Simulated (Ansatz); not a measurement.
# TiCo3: a single-point run

Wanted: a converged single-point run for TiCo3, and a check of what comes out. The structure is shown as the input types it.

Computed with Ansatz 0.2.0 (DFT, PBEsol, PAW with Ansatz's default frozen-core files, scalar-relativistic, unless a step's input says otherwise).

### Step 1. The starting structure

It takes space group Pm-3m (No. 221, cubic). Conventional cell: a = 3.571 Å, b = 3.571 Å, c = 3.571 Å, α = 90.00°, β = 90.00°, γ = 90.00°. Ti (site symmetry m-3m) is surrounded by 12 Co at 2.53 Å. Around Co (site symmetry 4/mmm) lie 4 Ti at 2.53 Å and 8 Co at 2.53 Å.

As a file:

```
Ti Co
1.0
     3.57100    0.00000    0.00000
     0.00000    3.57100    0.00000
     0.00000    0.00000    3.57100
Ti Co
1 3
Direct
  0.00000 0.00000 0.00000
  0.00000 0.50000 0.50000
  0.50000 0.00000 0.50000
  0.50000 0.50000 0.00000
```

### Step 2. Input and run

input.yaml

```yaml
crystal:
  lattice:
    - [3.571, 0.0, 0.0]
    - [0.0, 3.571, 0.0]
    - [0.0, 0.0, 3.571]
  atoms:
    - { symbol: Ti, position: [0.0, 0.0, 0.0] }
    - { symbol: Co, position: [0.0, 0.5, 0.5] }
    - { symbol: Co, position: [0.5, 0.0, 0.5] }
    - { symbol: Co, position: [0.5, 0.5, 0.0] }
kpoints:
  mp_grid: { grid: [10, 10, 10] }
scf:
  occupations: { method: fermi_dirac, width: 0.05 }
  lower_state_search: "off"
  mixing: { algorithm: broyden, beta: 1.5, ndim: 1, preconditioner: none }
  max_iter: 75
hamiltonian:
  xc: pbesol
  pseudopotentials: { kind: paw }
output:
  forces: true
  stress: true
  eigenvalues: true
```

Command:

```
$ ansatz run input.yaml --threads 2 --pin off --max-ram 6144MiB --backend cpu --events-out ev --progress --plain --runs-dir out
```

Standard output:

```text
Error: invalid value for `scf.mixing.beta`: must be finite and in (0, 1]; got 1.5
```

Wall time 0.03 s (2 threads of Intel Xeon Platinum 8259CL at 2.50GHz (Skylake/Cascade Lake), shared host); peak memory 0.043 GiB.

### Step 3. Reading the log

The run ended at the input check. Its message: «invalid value for `scf.mixing.beta`: must be finite and in (0, 1]; got 1.5»

A value lies outside the range that the key allows.

Fix: set an allowed value.

### Step 4. What came out

| quantity | value |
| --- | --- |
| ending | refused |
| cause | value out of range |

What this shows: No usable result came of this input.
